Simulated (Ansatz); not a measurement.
# MgAl2Sn2 and its elements: a formation energy from the elements

With Ansatz 0.2.0 through its Python package.

Notebook, run cell by cell (the value of a cell's last expression is shown):

In [1]:
```python
from collections import Counter
import warnings

import ansatz as az
import numpy as np
```

In [2]:
```python
PHASES = {
    "MgAl2Sn2": (
        [(4.46628588, 0.0, 0.0), (-2.23314294, 3.86791703, 0.0), (0.0, 0.0, 7.23293)],
        [
            ("Mg", (0.0, 0.0, 0.0)),
            ("Al", (2 / 3, 1 / 3, 0.374781)),
            ("Al", (1 / 3, 2 / 3, 0.625219)),
            ("Sn", (2 / 3, 1 / 3, 0.768216)),
            ("Sn", (1 / 3, 2 / 3, 0.231784)),
        ],
    ),
    "Mg": (
        [(3.2093, 0.0, 0.0), (-1.60465, 2.77933533, 0.0), (0.0, 0.0, 5.2103)],
        [
            ("Mg", (1 / 3, 2 / 3, 0.25)),
            ("Mg", (2 / 3, 1 / 3, 0.75)),
        ],
    ),
    "Al": (
        [(0.0, 2.024805, 2.024805), (2.024805, 0.0, 2.024805), (2.024805, 2.024805, 0.0)],
        [
            ("Al", (0.0, 0.0, 0.0)),
        ],
    ),
    "Sn": (
        [(0.0, 3.2333428, 3.2333428), (3.2333428, 0.0, 3.2333428), (3.2333428, 3.2333428, 0.0)],
        [
            ("Sn", (0.0, 0.0, 0.0)),
            ("Sn", (0.25, 0.25, 0.25)),
        ],
    ),
}


def build(vectors, sites):
    crystal = az.Crystal(lattice=az.Lattice.of(vectors))
    for symbol, position in sites:
        crystal = crystal.atom(symbol, position)
    return crystal
```

In [3]:
```python
def compute(name, crystal):
    calc = (
        crystal.calculation()
        .functional("r2scan")
        .basis(500, density_ratio=8)
        .accuracy("low")
        .scf(tolerance=1e-05)
        .kpoints(spacing=0.26)
        .occupations("cold", width=0.1)
        .stress()
    )
    calc = calc.relax(force_tolerance=0.02, max_steps=40, cell=True)
    return calc.run(threads=1)
```

In [4]:
```python
def counts(outcome):
    return Counter(site.symbol for site in outcome.lattice.sites)
```

In [5]:
```python
def formation_energy(outcome, mu):
    n = counts(outcome)
    return (outcome.report["energy_sigma0_ev"] - sum(k * mu[element] for element, k in n.items())) / sum(n.values())
```

In [6]:
```python
def volume_per_atom(outcome):
    return abs(np.linalg.det(outcome.lattice.cell_ang)) / len(outcome.lattice.sites)
```

In [7]:
```python
warnings.simplefilter("ignore", az.DeckWarning)

phases = {name: build(*cell) for name, cell in PHASES.items()}
```

In [8]:
```python
done = {name: compute(name, crystal) for name, crystal in phases.items()}
```

In [9]:
```python
# energy of one atom in its reference phase
references = {"Mg": "Mg", "Al": "Al", "Sn": "Sn"}
mu = {element: done[name].report["energy_sigma0_ev"] / len(done[name].lattice.sites) for element, name in references.items()}
```

In [10]:
```python
target = done["MgAl2Sn2"]
heat = formation_energy(target, mu)
n = counts(target)
print("cell content:", dict(n), " volume", round(volume_per_atom(target), 3), "A^3/atom")
print("formation energy", round(heat, 4), "eV/atom,", round(heat * sum(n.values()), 4), "eV per cell")
print("bound against the elements" if heat < 0 else "unbound against the elements")
```
```text
cell content: {<Element.MG: 'Mg'>: 1, <Element.AL: 'Al'>: 2, <Element.SN: 'Sn'>: 2}  volume 24.273 A^3/atom
formation energy 0.0602 eV/atom, 0.3012 eV per cell
unbound against the elements
```

These settings explore the input space; cutoff and mesh may be short of convergence. For the metals among these phases the mesh is modest: differences between phases can be off by up to 40 meV an atom. The program warned that this SCF threshold is loose for forces or stresses. The cells come from databases of deposited and of computed structures, and not all need be stable phases. The compound is the structure given, not necessarily its lowest; energies are at zero temperature, with no correction for gases. A semilocal functional's error on such energies is often 0.05 to 0.1 eV an atom, and 0.1 to 0.3 eV against gases such as O2 or F2. The script silences the warnings on its input, which a real study should read. It ran for 77 s on 1 thread of Arm Neoverse V2, with other jobs on the host, peak memory 0.94 GiB.
